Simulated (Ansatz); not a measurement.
# KS8: the cost of one run

Method: DFT PBE+D3(BJ), scalar-relativistic, plane waves, PAW, in Ansatz 0.2.0.

**1. The starting structure**

It takes space group Pmmm (No. 47, orthorhombic). Conventional cell: a = 3.393 Å, b = 5.877 Å, c = 7.393 Å, α = 90.00°, β = 90.00°, γ = 90.00°. K (site symmetry mmm) is surrounded by 12 S at 2.77 Å. S (site symmetry m) is surrounded by 3 S at 1.96 Å and 1 K at 2.77 Å. S (site symmetry m) is surrounded by 3 S at 1.96 Å and 2 K at 2.77 Å.

Structure file:

```cif
data_structure
_symmetry_space_group_name_H-M 'P 1'
_symmetry_Int_Tables_number 1
_cell_length_a 3.3932
_cell_length_b 5.8772
_cell_length_c 7.3929
_cell_angle_alpha 90.000
_cell_angle_beta 90.000
_cell_angle_gamma 90.000
_cell_volume 147.43
loop_
_atom_site_label
_atom_site_type_symbol
_atom_site_fract_x
_atom_site_fract_y
_atom_site_fract_z
_atom_site_occupancy
K1 K 0.50000 0.50000 0.00000 1
S1 S 0.50000 0.16667 0.73435 1
S2 S 0.00000 0.66667 0.73435 1
S3 S 0.00000 0.33333 0.73435 1
S4 S 0.50000 0.83333 0.73435 1
S5 S 0.00000 0.33333 0.26565 1
S6 S 0.50000 0.83333 0.26565 1
S7 S 0.50000 0.16667 0.26565 1
S8 S 0.00000 0.66667 0.26565 1
```

A structure generator made this guess: K between sheets of the C type, stage 2 (Pmmm, No. 47). Lengths come from tabulated atomic sizes and are only a guess.

**2. A first look at the guess**

File input.yaml:

```yaml
crystal:
  lattice:
    - [3.39318276, 0.0, 0.0]
    - [0.0, 5.877165, 0.0]
    - [0.0, 0.0, 7.39294071]
  atoms:
    - { symbol: K, position: [0.5, 0.5, 0.0] }
    - { symbol: S, position: [0.5, 0.16666667, 0.73434518] }
    - { symbol: S, position: [0.0, 0.66666667, 0.73434518] }
    - { symbol: S, position: [0.0, 0.33333333, 0.73434518] }
    - { symbol: S, position: [0.5, 0.83333333, 0.73434518] }
    - { symbol: S, position: [0.0, 0.33333333, 0.26565482] }
    - { symbol: S, position: [0.5, 0.83333333, 0.26565482] }
    - { symbol: S, position: [0.5, 0.16666667, 0.26565482] }
    - { symbol: S, position: [0.0, 0.66666667, 0.26565482] }
basis:
  ecutwfc: 420
kpoints:
  mp_grid: { grid: [6, 4, 4] }
hamiltonian:
  xc: pbe
  dispersion: d3bj
scf:
  occupations: { method: gaussian, width: 0.1 }
  lower_state_search: "off"
output:
  forces: true
  stress: true
  eigenvalues: true
```

Command:

```bash
$ ansatz run input.yaml --threads 1 --pin off --max-ram 2560MiB --backend cpu --events-out ev --progress --plain --runs-dir out
```

Q: Estimate wall time and peak memory on 1 thread of Intel Xeon at 2.50GHz (Skylake/Cascade Lake), shared host.

About 27 s, with a peak of 0.47 GiB.
